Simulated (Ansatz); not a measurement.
# Ru (Ru (0001), 5 layers): how the settings move a single-point run

Aim: see which settings change the result for Ru (Ru (0001), 5 layers), by how much, and at what cost.

Computed with Ansatz 0.2.0 (reference: DFT, PBEsol, PAW with Ansatz's default frozen-core files, scalar-relativistic, unless a step's input says otherwise).

### 1 The starting structure

It takes space group P-6m2 (No. 187, hexagonal). The conventional cell has a = 2.690 Å, b = 2.690 Å, c = 24.500 Å, α = 90.00°, β = 90.00°, γ = 120.00°. Ru (site symmetry 3m) has 9 Ru at 2.63 to 2.69 Å as nearest neighbours. Ru (site symmetry 3m) has 12 Ru at 2.63 to 2.69 Å as nearest neighbours. Ru (site symmetry -6m2) is surrounded by 12 Ru at 2.63 to 2.69 Å.

Structure file:

```xyz
5
Lattice="2.6902 0.0000 0.0000 -1.3451 2.3298 0.0000 0.0000 0.0000 24.4996" Properties=species:S:1:pos:R:3 pbc="T T T"
Ru    0.0000    0.0000    8.0000
Ru    0.0000    1.5532   10.1249
Ru    0.0000    0.0000   12.2498
Ru    0.0000    1.5532   14.3747
Ru    0.0000    0.0000   16.4996
```

### 2 The reference run

The input, input.yaml:

```yaml
crystal:
  lattice:
    - [2.6902492208, 0.0, 0.0]
    - [-1.3451246104, 2.3298241677, 0.0]
    - [0.0, 0.0, 24.4996]
  atoms:
    - { symbol: Ru, position: [0.0, 0.0, 0.3265362937] }
    - { symbol: Ru, position: [0.333333334, 0.666666666, 0.413268147] }
    - { symbol: Ru, position: [0.0, 0.0, 0.4999999997] }
    - { symbol: Ru, position: [0.333333334, 0.666666666, 0.586731853] }
    - { symbol: Ru, position: [0.0, 0.0, 0.6734637063] }
kpoints:
  mp_grid: { grid: [15, 15, 1] }
scf:
  occupations: { method: fermi_dirac, width: 0.05 }
hamiltonian:
  xc: pbesol
  pseudopotentials: { kind: paw }
output:
  forces: true
  stress: true
  eigenvalues: true
  populations: true
efield:
  axis: 3
  amplitude: 0
  dipole_correction: true
```

Run with:

```bash
> ansatz run input.yaml --threads 2 --pin off --max-ram 4096MiB --backend cpu --events-out ev --progress --plain --runs-dir out
```

### 3 Variant: chi_scale 0.3

Edit input.yaml of step 2 so:

```diff
@@ -15,2 +15,3 @@
   occupations: { method: fermi_dirac, width: 0.05 }
+  initial_density: { chi_scale: 0.3 }
 hamiltonian:
```

Q: Predict the outcome of this session. Wanted: for each run, ending; energy change; gap; force.

As calculated:

```csv
run,ending,energy change,gap (eV),force (eV/Å),cycles,time
reference,converged,0,0.00,0.77,9,12 s
1: chi_scale 0.3,converged,0.0 meV/atom,0.00,0.77,10,8.9 s
```

Residual by cycle in the longest SCF loop of each run; runs are numbered as in the table. The quantity is the density residual dr2, in eV.

```csv
cycle,reference,run 1
1,1.68,16.3
2,0.345,10.8
3,0.0133,0.25
4,0.00128,0.0272
5,8.4e-5,0.00155
6,1.7e-5,3.8e-4
7,7.3e-7,2.8e-5
8,2.1e-7,4.8e-6
9,7.4e-9,3.6e-7
10,-,1.7e-8
```

What this shows: Same state: the changed start leaves the energy within 0.5 meV/atom. Cost: 10 SCF cycles against 9.
